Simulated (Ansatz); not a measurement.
# Mg2PbN2 (P-3m1) in Ansatz: convergence with xc grid

Aim: find how far xc grid must go before the results for Mg2PbN2 settle, at PBE. This setting moves, with any that are tied to it; all else stays.

Everything below comes from runs of Ansatz 0.2.0. Logs are shortened: lines on timing, memory, paths and dates and some standing lists are left out, and cuts for length are marked.

### 1 The crystal as given

It takes space group P-3m1 (No. 164, trigonal). Conventional cell: a = 3.627 Å, b = 3.627 Å, c = 6.566 Å, α = 90.00°, β = 90.00°, γ = 120.00°. Pb (site symmetry -3m) has 6 N at 2.86 Å and 6 Mg at 3.16 Å as nearest neighbours. Around Mg (site symmetry 3m) lie 4 N at 2.14 to 2.24 Å. N (site symmetry 3m) is surrounded by 4 Mg at 2.14 to 2.24 Å.

The cell comes from a database or a generator and needn't be the stable form of this composition.

### 2 With xc grid 1

input.yaml reads:

```yaml
crystal:
  lattice:
    - [3.6268635271, 0.0, 0.0]
    - [-1.8134317635, 3.1409559505, 0.0]
    - [0.0, 0.0, 6.565892]
  atoms:
    - { symbol: Pb, position: [0.0, 0.0, 0.5] }
    - { symbol: Mg, position: [0.3333333333, 0.6666666667, 0.861224] }
    - { symbol: Mg, position: [0.6666666667, 0.3333333333, 0.138776] }
    - { symbol: "N", position: [0.3333333333, 0.6666666667, 0.202545] }
    - { symbol: "N", position: [0.6666666667, 0.3333333333, 0.797455] }
hamiltonian:
  xc: pbe
  pseudopotentials: { kind: nc }
kpoints:
  mp_grid: { grid: [7, 7, 4] }
scf:
  occupations: { method: gaussian, width: 0.1 }
output:
  forces: true
  stress: true
  eigenvalues: true
basis:
  xc_grid: 1
```

Potentials or basis: Ansatz NC.

Command:

```console
> ansatz run input.yaml --threads 2 --pin off --max-ram 5632MiB --backend cpu --events-out ev --progress --plain --runs-dir out
```

Run time: 12 s. Hardware: 2 threads of Arm Neoverse V1, shared host; peak memory 0.52 GiB.

Results:

```yaml
Free_energy: -6076.9860 eV
Pressure: -0.1 GPa
Largest_force: 0.019 eV/Å
Band_gap_on_the_k_mesh: 0.15 eV, indirect (least direct gap 0.25 eV)
```

### 3 With xc grid 2

input.yaml: that of step 2 with these lines changed.

```diff
@@ -23,2 +23,2 @@
 basis:
-  xc_grid: 1
+  xc_grid: 2
```

Potentials or basis: Ansatz NC.

Command:

```console
> ansatz run input.yaml --threads 2 --pin off --max-ram 5632MiB --backend cpu --events-out ev --progress --plain --runs-dir out
```

Run time: 12 s. Hardware: 2 threads of Arm Neoverse V1, shared host; peak memory 0.55 GiB.

What came out:

```
Free energy            : -6076.9857 eV
Pressure               : -0.1 GPa
Largest force          : 0.019 eV/Å
Band gap on the k mesh : 0.15 eV, indirect (least direct gap 0.25 eV)
```

### 4 With xc grid 3

input.yaml: that of step 3 with these lines changed.

```diff
@@ -23,2 +23,2 @@
 basis:
-  xc_grid: 2
+  xc_grid: 3
```

Command:

```console
> ansatz run input.yaml --threads 2 --pin off --max-ram 5632MiB --backend cpu --events-out ev --progress --plain --runs-dir out
```

It took 12 s on 2 threads of Arm Neoverse V1, shared host; peak memory 0.66 GiB.

The run converged. Its results:

* Free energy: -6076.9857 eV
* Pressure: -0.1 GPa
* Largest force: 0.019 eV/Å
* Band gap on the k mesh: 0.15 eV, indirect (least direct gap 0.25 eV)

### 5 With xc grid 4

input.yaml: that of step 4 with these lines changed.

```diff
@@ -23,2 +23,2 @@
 basis:
-  xc_grid: 3
+  xc_grid: 4
```

Command:

```console
> ansatz run input.yaml --threads 2 --pin off --max-ram 5632MiB --backend cpu --events-out ev --progress --plain --runs-dir out
```

It took 13 s on 2 threads of Arm Neoverse V1, shared host; peak memory 0.93 GiB.

The run converged. Its results:

```
Free energy            : -6076.9857 eV
Pressure               : -0.1 GPa
Largest force          : 0.019 eV/Å
Band gap on the k mesh : 0.15 eV, indirect (least direct gap 0.25 eV)
```

### 6 With xc grid 5

input.yaml: that of step 5 with these lines changed.

```diff
@@ -23,2 +23,2 @@
 basis:
-  xc_grid: 4
+  xc_grid: 5
```

Potentials or basis: Ansatz NC.

Command:

```console
> ansatz run input.yaml --threads 2 --pin off --max-ram 5632MiB --backend cpu --events-out ev --progress --plain --runs-dir out
```

Log:

```text
Warning: RAYON_NUM_THREADS=2 ignored (pool sized by the plan → 2); use --threads N
Engine: ansatz 0.2.0, aarch64-unknown-linux-gnu
Pseudopotentials: kind: nc
Pseudopotential: Pb, nc, valence charge 14, recommended cutoff 850 eV (normal), Pb.nc.azcp
Pseudopotential: Mg, nc, valence charge 10, recommended cutoff 1142.878222 eV (normal), Mg.nc.azcp
Pseudopotential: N, nc, valence charge 5, recommended cutoff 1240 eV (normal), N.nc.azcp
Functional definition: PBE
  parameter kappa = 0.804
  parameter beta = 0.06672455060314922
  exchange = pbe_x(kappa = kappa, mu = beta*pi^2/3)
  correlation = pbe_c(beta = beta)
Crystal: 5 atoms, lattice volume = 74.797 Å³
Basis set: ecut = 1240 eV, 7429 PW (Γ), exchange–correlation on 225×225×400 points (125 copies of the dense FFT grid, shifted against one another)
Bands: 27, of which v1, the nominal top of the filled ones, is band 22 counted from 1 (21 counted from 0)
Symmetry: 12 space group operations
Space group: P-3m1 (ITA 164), of the structure as read, at distance tolerance 4.2e-5 Å
k-points: 28 of 196
Non-local potential: Pb, projectors of the file, l = 0: 3, l = 1: 3, l = 2: 2, l = 3: 1
Non-local potential: Mg, projectors of the file, l = 0: 2, l = 1: 2
Non-local potential: N, projectors of the file, l = 0: 2, l = 1: 2
Initial density: superposition of atomic densities (chi_scale 0.1, normalization cell, long waves kept (reshape's long-wave potential 0.11 eV rms))
Initial wavefunctions: pseudopotential atomic-orbital guess
Functional: x = pbe(κ = 0.804, μ = 0.2195149727645171), c = pbe(β = 0.06672455060314922)
SCF iter   1: F=—  HF=-6081.302081 eV  |F-HF|=—  |Δ(HF+E_count)|=         —  Δρ=9.55e-2  dr2=1.66e1  ethr=3.10e-3  ⟨swp⟩=14.4  Hψ=6333  notcnv=0
preconditioner: auto → Resta (q_TF=auto, 2.497 Å⁻¹)  ε∞=4.0  [insulator: Δε(μ)=1.059 eV  Ē_g=13.094 eV  σ=0.100 eV  W_gap=1.00  n_scr=22 (ndim 8)  ℏωp=22.7 eV  f_vac=0.000  D(μ)=0.00/eV (n_scr^D=0)  ε∞_Penn≈4.0]
SCF iter   2: F=—  HF=-6077.509095 eV  |F-HF|=—  |Δ(HF+E_count)|=    3.79e0  Δρ=4.58e-2  dr2=1.74e0  ethr=3.10e-3  ⟨swp⟩=9.2  Hψ=2844  notcnv=0  defer=30
SCF iter   3: F=—  HF=-6077.040639 eV  |F-HF|=—  |Δ(HF+E_count)|=   4.68e-1  Δρ=1.66e-2  dr2=3.38e-1  ethr=3.10e-3  ⟨swp⟩=5.8  Hψ=1973  notcnv=0
automatic band count: iteration 3 solves 26 bands in place of 27: the levels show a gap, and the empty bands left out lie too high to hold charge; the band table lists the bands solved (type scf.n_extra_bands for more)
SCF iter   4: F=—  HF=-6076.992791 eV  |F-HF|=—  |Δ(HF+E_count)|=   4.78e-2  Δρ=8.31e-3  dr2=4.10e-2  ethr=7.69e-4  ⟨swp⟩=6.0  Hψ=2340  notcnv=0
SCF iter   5: F=—  HF=-6076.989937 eV  |F-HF|=—  |Δ(HF+E_count)|=   2.85e-3  Δρ=4.66e-3  dr2=1.70e-2  ethr=9.32e-5  ⟨swp⟩=4.8  Hψ=2048  notcnv=0
SCF iter   6: F=—  HF=-6076.986513 eV  |F-HF|=—  |Δ(HF+E_count)|=   3.42e-3  Δρ=2.64e-3  dr2=3.76e-3  ethr=3.86e-5  ⟨swp⟩=4.1  Hψ=1305  notcnv=0
SCF iter   7: F=—  HF=-6076.985893 eV  |F-HF|=—  |Δ(HF+E_count)|=   6.20e-4  Δρ=9.06e-4  dr2=1.86e-4  ethr=8.54e-6  ⟨swp⟩=4.1  Hψ=1821  notcnv=0
SCF iter   8: F=—  HF=-6076.985757 eV  |F-HF|=—  |Δ(HF+E_count)|=   1.35e-4  Δρ=6.57e-4  dr2=1.47e-4  ethr=4.23e-7  ⟨swp⟩=4.9  Hψ=2022  notcnv=0
SCF iter   9: F=—  HF=-6076.985706 eV  |F-HF|=—  |Δ(HF+E_count)|=   5.09e-5  Δρ=5.69e-5  dr2=1.19e-6  ethr=3.35e-7  ⟨swp⟩=3.8  Hψ=1662  notcnv=0
SCF iter  10: F=—  HF=-6076.985704 eV  |F-HF|=—  |Δ(HF+E_count)|=   2.11e-6  Δρ=4.01e-5  dr2=3.90e-7  ethr=2.71e-9  ⟨swp⟩=5.2  Hψ=2399  notcnv=0
SCF iter  11: F=-6076.985704 eV  HF=-6076.985704 eV  |F-HF|=3.26e-8  |Δ(HF+E_count)|=   1.28e-7  Δρ=1.41e-5  dr2=4.36e-8  ethr=2.27e-10  ⟨swp⟩=14.5  Hψ=7044  notcnv=0
SCF 1 converged in 11 iterations: F = -6076.985704 eV  dr2 = 4.36e-8
SCF converged after 11 iterations
Free energy (F): -6076.985704 eV
Harris-Foulkes:  -6076.985704 eV  (|F-HF|=3.26e-8)
Internal energy: -6076.984878 eV  (E = F + TS)
E sigma→0 (E₀):  -6076.985291 eV
Entropy (-TS):   -0.000826 eV (-0.165 meV/atom)
Fermi energy:    9.641633 eV
--- Per-component energies (eV) ---
  E_band       = -645.042839
  E_kinetic    = 3218.529160
  E_local      = -4480.672057  (includes V_loc(G=0)·N_el)
  E_nonlocal   = -1363.182904
  E_hartree    = 1525.301372
  E_xc         = -1518.278097
  E_vxc        = -1070.311345  (∫ρ·V_xc dr)
  E_ewald      = -3458.682352
  E_smearing   = -0.000826  (= −TS)
  E_closure    = -0.000000  (closes the sum)
  Σ components = -6076.985704   (vs F -6076.985704, Δ=0.00e0)
--- Forces (eV/Å), atoms counted from 1 ---
  atom   1  Pb     0.00000000     0.00000000     0.00000000
  atom   2  Mg    -0.00000000    -0.00000000    -0.00034918
  atom   3  Mg     0.00000000     0.00000000     0.00034918
  atom   4  N     -0.00000000    -0.00000000     0.01876093
  atom   5  N      0.00000000     0.00000000    -0.01876093
  max |Σ_I F_I| component: 1.85e-17 eV/Å
--- Stress (GPa, compression-positive) ---
       -0.069701      -0.000000       0.000000
       -0.000000      -0.069701       0.000000
        0.000000       0.000000      -0.111358
  P = ⅓ Tr σ = -0.0836 GPa (-0.836 kbar)
--- Band table (eV; the first three rows and the last of 28) ---
  k-point 0: bands = ["-65.0471", "-65.0367", "-31.9168", "-31.8751", "-31.8190", "-31.8190", "-31.7944", "-31.7944", "-7.6764", "-7.6764", "-7.6301", "-7.4931", "-7.4931", "-4.5953", "-3.4734", "0.1973", "7.0854", "7.0944", "8.1023", "8.1023", "8.2891", "8.2891", "11.5006", "13.6842", "14.8243", "14.8243"]
  k-point 1: bands = ["-65.0471", "-65.0367", "-31.9168", "-31.8752", "-31.8190", "-31.8190", "-31.7944", "-31.7944", "-7.6764", "-7.6764", "-7.6293", "-7.4931", "-7.4931", "-4.4687", "-3.6900", "0.3939", "6.0036", "8.0519", "8.0519", "8.3480", "8.3480", "8.4026", "10.9170", "14.2136", "14.7937", "14.7937"]
  k-point 2: bands = ["-65.0471", "-65.0367", "-31.9167", "-31.8752", "-31.8190", "-31.8190", "-31.7944", "-31.7944", "-7.6764", "-7.6764", "-7.6286", "-7.4931", "-7.4931", "-4.1594", "-4.0817", "0.5932", "5.5424", "8.0166", "8.0166", "8.3919", "8.3919", "9.6147", "9.8618", "14.7632", "14.7632", "15.1941"]
  k-point 27: bands = ["-65.0425", "-65.0406", "-31.9046", "-31.8978", "-31.8290", "-31.8096", "-31.8045", "-31.7934", "-7.6444", "-7.6073", "-7.5924", "-7.5508", "-7.4936", "-3.1737", "-3.1279", "1.6091", "5.1456", "5.3153", "5.8185", "7.7387", "7.8272", "8.4875", "10.2341", "10.6820", "13.0552", "14.4690"]
```

Run time: 13 s. Hardware: 2 threads of Arm Neoverse V1, shared host; peak memory 1.4 GiB.

What came out:

* Free energy: -6076.9857 eV
* Pressure: -0.1 GPa
* Largest force: 0.019 eV/Å
* Band gap on the k mesh: 0.15 eV, indirect (least direct gap 0.25 eV)

### 7 The series at a glance

```csv
xc grid,"energy less the tightest run, at zero smearing (meV/atom)",SCF cycles,CPU time (s),peak memory (GiB)
1,-0.07,11,23,0.52
2,0.00,11,23,0.55
3,0.00,11,23,0.66
4,0.00,11,25,0.93
5,0.00,11,26,1.4
```

Against the tightest run, the energy stays within 1 meV/atom from 1 on. The tightest run that finished is the yardstick and may itself not be fully converged.

Caveats: odd divisions of the mesh miss points on the zone boundary, where band edges often lie, so the gap on the mesh can be too wide; spin-orbit coupling is left out, which as a rule narrows the gap of such compounds by several tenths of an eV.
